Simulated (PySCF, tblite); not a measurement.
**C7H10NP: geometry, infrared bands and NMR shifts**

What infrared bands and NMR shifts should C7H10NP (`CCPc1ccncc1`) show?

Computed with tblite 0.8.0 and PySCF 2.14.0, with density-fitted response routines of our own, on a single molecule in the gas phase. Atoms are numbered from 0 throughout.

**1. The starting structure**

19 atoms, charge 0, multiplicity 1; geometry from: force field or distance geometry start.

Bonds of the start (Å): C0–C1 1.51, C1–P2 1.87, P2–C3 1.86, C3–C4 1.41, C4–C5 1.38, C5–N6 1.36, N6–C7 1.35, C7–C8 1.40, C8–C3 1.36, C0–H9 1.10, C0–H10 1.10, C0–H11 1.12, C1–H12 1.14, C1–H13 1.10, P2–H14 1.47, C4–H15 1.09, C5–H16 1.09, C7–H17 1.07, C8–H18 1.08.

**2. Optimising the geometry with GFN2-xTB**

The job: settings as JSON, then the geometry in Å.

```
{"job": {"kind": "relax", "xc": "GFN2-xTB", "basis": "xTB"}, "charge": 0, "multiplicity": 1}
C      3.340800    -0.236500     0.159100
C      1.896800     0.151600     0.360200
P      0.822600    -0.597700    -0.968100
C     -0.904800    -0.169700    -0.433100
C     -1.321200    -0.828300     0.745000
C     -2.596600    -0.555700     1.190700
N     -3.396500     0.315300     0.524300
C     -2.970300     0.938400    -0.594700
C     -1.696300     0.699200    -1.111300
H      3.861800     0.568500    -0.381400
H      3.363700    -1.179200    -0.402600
H      3.793600    -0.403100     1.170900
H      1.511300    -0.233400     1.357400
H      1.705000     1.239200     0.336400
H      1.144200     0.081500    -2.234000
H     -0.651200    -1.516300     1.260400
H     -2.910300    -1.059800     2.102100
H     -3.655600     1.603800    -1.084600
H     -1.346900     1.191400    -2.004300
```

Run with:

```sh
OMP_NUM_THREADS=1 python probes_run.py task.json out
```

This one command runs all jobs of the session in turn.

**Question.** This job is followed by: GFN2-xTB harmonic vibrations, gas phase; GIAO PBE0/pcSseg-1 NMR shielding, non-relativistic, gas phase. What will the session give for the following? strongest single infrared mode (GFN2-xTB); zero-point energy (GFN2-xTB); ¹³C shifts against TMS (PBE0/pcSseg-1, means over atoms taken as alike); ¹H shifts against TMS (PBE0/pcSseg-1, means over atoms taken as alike); ³¹P shifts against H3PO4 (PBE0/pcSseg-1); ¹⁵N shifts against NH3 (PBE0/pcSseg-1); surface potential, 1st and 99th percentile.

The runs gave:

| quantity | value |
| --- | --- |
| strongest single infrared mode (GFN2-xTB) | 2247 cm⁻¹, 155 km/mol |
| zero-point energy (GFN2-xTB) | 94.1 kcal/mol |
| ¹³C shifts against TMS (PBE0/pcSseg-1, means over atoms taken as alike) | 157.1, 155.1, 131.1, 25.8, 14.6 ppm |
| ¹H shifts against TMS (PBE0/pcSseg-1, means over atoms taken as alike) | 8.83, 7.42, 3.94, 1.99, 1.34 ppm |
| ³¹P shifts against H3PO4 (PBE0/pcSseg-1) | -60.4 ppm |
| ¹⁵N shifts against NH3 (PBE0/pcSseg-1) | 355.6 ppm |
| surface potential, 1st and 99th percentile | -1.68 V and 1.05 V |

What this shows: Over 94 steps the energy fell by 0.767 eV; of the close pairs, P2–H14 changed most, 1.472 to 1.402 Å. All 51 modes are real, so the xTB geometry is a minimum. The strongest single mode, at 2247 cm⁻¹, moves mainly H14. GFN2-xTB is a fitted tight-binding method: band positions and strengths are rough. Its intensities can rank the bands wrongly. At PBE0/pcSseg-1: The widest tensor belongs to N6: span 717 ppm, with a paramagnetic part of -420 ppm. NICS(1)zz of -27 ppm above the planar ring from C3 marks a diatropic (aromatic) ring current. By nearest atom (PBE0/pcSseg-1), the HOMO sits on P2 48 %; N6 12 % and the LUMO on C3 27 %; N6 21 %.
